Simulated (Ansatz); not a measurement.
Task: a comparison of functionals at one structure of TiOF, space group P4/mmm, with the Ansatz DFT code, driven from Python. Give the script and its output. Settings (first run): r2SCAN, norm-conserving potentials, the default cutoff (1290 eV here), 5×5×4 k-points, Methfessel-Paxton smearing of 0.15 eV. The script varies functional: r2scan, blyp, lda.

Contents of `tiof.cif`:
```cif
data_TiOF
_cell_length_a 2.862460
_cell_length_b 2.862460
_cell_length_c 3.935206
_cell_angle_alpha 90.00000
_cell_angle_beta 90.00000
_cell_angle_gamma 90.00000
_symmetry_space_group_name_H-M 'P 1'
_symmetry_Int_Tables_number 1
loop_
_symmetry_equiv_pos_as_xyz
'x, y, z'
loop_
_atom_site_label
_atom_site_type_symbol
_atom_site_fract_x
_atom_site_fract_y
_atom_site_fract_z
Ti1 Ti    0.000000    0.000000    0.000000
O2 O    0.500000    0.500000    0.000000
F3 F    0.000000    0.000000    0.500000
```

The script, `run_xc.py`:
```python
"""Functional comparison for TiOF (totals differ with the potentials too)."""

import ansatz as az
from ase.io import read
import pandas as pd

atoms = read("tiof.cif")
cell = az.Crystal.from_ase(atoms)

setup = (
    cell.calculation()
    .occupations("Methfessel-Paxton", width=0.15)
    .kpoints(5, 5, 4, shift=0.5)
    .mixing("anderson", preconditioner="none")
    .scf(tolerance=1e-05, max_iterations=150)
    .accuracy("low")  # preset for grids and thresholds
    .pseudopotentials("nc")
    .forces()
    .stress()  # positive in compression
)

rows = []
for value in ["r2scan", "blyp", "lda"]:
    rep = setup.functional(value).run().report
    rows.append((value, rep["free_energy_ev"] / len(rep["lattice"]["sites"]), rep["n_iterations"], sum(rep["stress_gpa"][i][i] for i in range(3)) / 3, max(abs(f) for row in rep["forces_ev_ang"] for f in row), rep["n_kpoints"]))

table = pd.DataFrame(rows, columns=["functional", "F/atom (eV)", "iterations", "P (GPa)", "max component (eV/A)", "k-points"])
print(table.round(5).to_string(index=False))
```

```console
$ python run_xc.py
DeckWarning: basis.ecutwfc = 1290 eV, auto-derived from the records' recommended cutoffs: set by O (normal level)
DeckWarning: scf.convergence.dr2_threshold = 1e-5 eV is looser than this run's default, which is 1e-7 eV or tighter. The error in the forces grows as the threshold's square root, so leave the key out unless less accurate forces are enough
DeckWarning: output.stress: scf.convergence.dr2_threshold = 1e-5 eV is looser than the 3e-10 eV advised for a printed stress (1e-10 eV for each atom of the cell: 3). What an SCF threshold leaves in a [...]
DeckWarning: basis.ecutwfc = 1320 eV, auto-derived from the records' recommended cutoffs: set by F (normal level)
DeckWarning: basis.ecutwfc = 1142.878222 eV, auto-derived from the records' recommended cutoffs: set by Ti (normal level)
functional  F/atom (eV)  iterations  P (GPa)  max component (eV/A)  k-points
    r2scan   -965.98697          10 -1.01634                   0.0        12
      blyp   -922.84057          12  9.46469                   0.0        12
       lda   -912.66888          12 -9.67227                   0.0        12
```
(Warnings from the package without file and line, shortened.)

From lowest to highest: LDA (-9.7 GPa), r2SCAN (-1.0 GPa) and BLYP (9.5 GPa). At a fixed cell a lower pressure usually means a smaller equilibrium volume, so LDA prefers the smallest cell and BLYP the largest.

Caveats:
- The cell holds an odd number of electrons and is run without spin, so a magnetic state may lie lower.
- Such functionals run on norm-conserving files made under PBE, which can move pressures by some GPa.
- BLYP can be off by several per cent in the lattices of metals, and by several GPa in the pressure at a fixed cell.
- For a metal this k-point mesh is coarse: on a finer one energies can move by several to tens of meV an atom and pressures by half a GPa or more, differences at one mesh by less.
- Forces vanish by symmetry here and test nothing.
- Pressure is positive in compression.
- The structure comes from a database of computed cells and needn't be a stable or known phase.
- Total energies of different functionals can't be compared; pressures, moments and gaps at this one structure can.
- Run time: 14 s on 1 thread of Arm Neoverse V2, with other jobs on the host, peak memory 0.56 GiB.

(Lines on the test bed's own set-up are left out of the output.)
